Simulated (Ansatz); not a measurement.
# C2H7NOSi: the cost of one run

All numbers below are computed with Ansatz 0.2.0 (RKS B3LYP-D4/def2-SVP).

## 1. The system as given

Bond lengths: C1–C2 1.289 Å, C2–O3 1.343 Å, O3–Si4 1.749 Å, Si4–N5 1.703 Å, C1–H6 1.108 Å, C1–H7 1.106 Å, C2–H8 1.085 Å, Si4–H9 1.455 Å, Si4–H10 1.436 Å, N5–H11 1.031 Å, N5–H12 1.022 Å. Angles (14 of 16 angles, heavy atoms first): C1–C2–O3 120.7°, C2–O3–Si4 122.8°, O3–Si4–N5 104.2°, C1–C2–H8 124.8°, O3–C2–H8 114.4°, C2–C1–H6 122.4°, C2–C1–H7 121.8°, O3–Si4–H9 108.3°, O3–Si4–H10 110.2°, N5–Si4–H9 109.7°, N5–Si4–H10 109.9°, Si4–N5–H11 105.7°, Si4–N5–H12 104.7°, H6–C1–H7 115.1°.

Coordinates:

```xyz
12

C    -2.3591   -0.2578    0.8387
C    -1.2150   -0.3880    0.2598
O    -0.1098    0.1591    0.7922
Si    1.4911   -0.1119    0.1410
N     1.4243    0.5581   -1.4233
H    -3.3001   -0.6253    0.3831
H    -2.4873    0.3630    1.7453
H    -1.0457   -0.9329   -0.6628
H     1.7117   -1.5477    0.0501
H     2.4713    0.5815    0.9292
H     1.0955    1.5275   -1.2982
H     2.4001    0.6192   -1.7210
```

## 2. End point A

input.yaml reads:

```yaml
crystal:
  periodic: [false, false, false]
  atoms:
    - { symbol: C, position_ang: [-2.3591, -0.2578, 0.8387] }
    - { symbol: C, position_ang: [-1.215, -0.388, 0.2598] }
    - { symbol: O, position_ang: [-0.1098, 0.1591, 0.7922] }
    - { symbol: Si, position_ang: [1.4911, -0.1119, 0.141] }
    - { symbol: "N", position_ang: [1.4243, 0.5581, -1.4233] }
    - { symbol: H, position_ang: [-3.3001, -0.6253, 0.3831] }
    - { symbol: H, position_ang: [-2.4873, 0.363, 1.7453] }
    - { symbol: H, position_ang: [-1.0457, -0.9329, -0.6628] }
    - { symbol: H, position_ang: [1.7117, -1.5477, 0.0501] }
    - { symbol: H, position_ang: [2.4713, 0.5815, 0.9292] }
    - { symbol: H, position_ang: [1.0955, 1.5275, -1.2982] }
    - { symbol: H, position_ang: [2.4001, 0.6192, -1.721] }
basis:
  gaussian: { orbitals: def2-SVP }
hamiltonian:
  xc: b3lyp
  dispersion: d4
relax:
  f_tol: 0.02
  max_steps: 50
```

On the command line:

```console
> ansatz run input.yaml --threads 2 --pin off --max-ram 3072MiB --backend cpu --events-out ev --progress --plain --runs-dir out
```

What time and memory should one allow on 2 threads of Arm Neoverse V2, shared host?

About 50 s, with a peak of 0.23 GiB.
